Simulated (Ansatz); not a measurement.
# BiH: the cost of one run

Computed with Ansatz 0.2.0 (DFT PBE, scalar-relativistic, plane waves, PAW, unless a step's input says otherwise).

### 1 The system as given

It takes space group I4mm (No. 107, tetragonal). Conventional cell: a = 3.575 Å, b = 3.575 Å, c = 5.651 Å, α = 90.00°, β = 90.00°, γ = 90.00°. Around Bi (site symmetry 4mm) lie 5 H at 2.43 to 2.56 Å. H (site symmetry 4mm) has 5 Bi at 2.43 to 2.56 Å as nearest neighbours.

Coordinates:

```cif
data_structure
_symmetry_space_group_name_H-M 'I4mm'
_symmetry_Int_Tables_number 107
_cell_length_a 3.5753
_cell_length_b 3.5753
_cell_length_c 5.6507
_cell_angle_alpha 90.000
_cell_angle_beta 90.000
_cell_angle_gamma 90.000
_cell_volume 72.23
loop_
_atom_site_label
_atom_site_type_symbol
_atom_site_symmetry_multiplicity
_atom_site_Wyckoff_symbol
_atom_site_fract_x
_atom_site_fract_y
_atom_site_fract_z
_atom_site_occupancy
Bi1 Bi 2 a 0.00000 0.00000 0.00061 1
H1 H 2 a 0.50000 0.50000 0.07139 1
```

A structure generator made this guess: species swapped into a database cell of SnP (I4mm, No. 107), with Bi on the Sn sites and H on the P sites. Lengths come from tabulated atomic sizes and are only a guess.

### 2 The guess as it stands, on a coarse mesh

The input, input.yaml:

```yaml
crystal:
  lattice:
    - [-1.7876544, 1.7876544, 2.82533197]
    - [1.7876544, -1.7876544, 2.82533197]
    - [1.7876544, 1.7876544, -2.82533197]
  atoms:
    - { symbol: Bi, position: [0.0006089, 0.0006089, 0.0] }
    - { symbol: H, position: [0.57139212, 0.57139212, 0.0] }
basis:
  ecutwfc: 420
kpoints:
  mp_grid: { grid: [6, 6, 6] }
hamiltonian:
  xc: pbe
scf:
  occupations: { method: gaussian, width: 0.1 }
  lower_state_search: "off"
output:
  forces: true
  stress: true
  eigenvalues: true
```

Started as:

```bash
ansatz run input.yaml --threads 1 --pin off --max-ram 2560MiB --backend cpu --events-out ev --progress --plain --runs-dir out
```

What time and memory should one allow on 1 thread of Intel Xeon at 2.70GHz, shared host?

About 1.3 s, with a peak of 0.31 GiB.
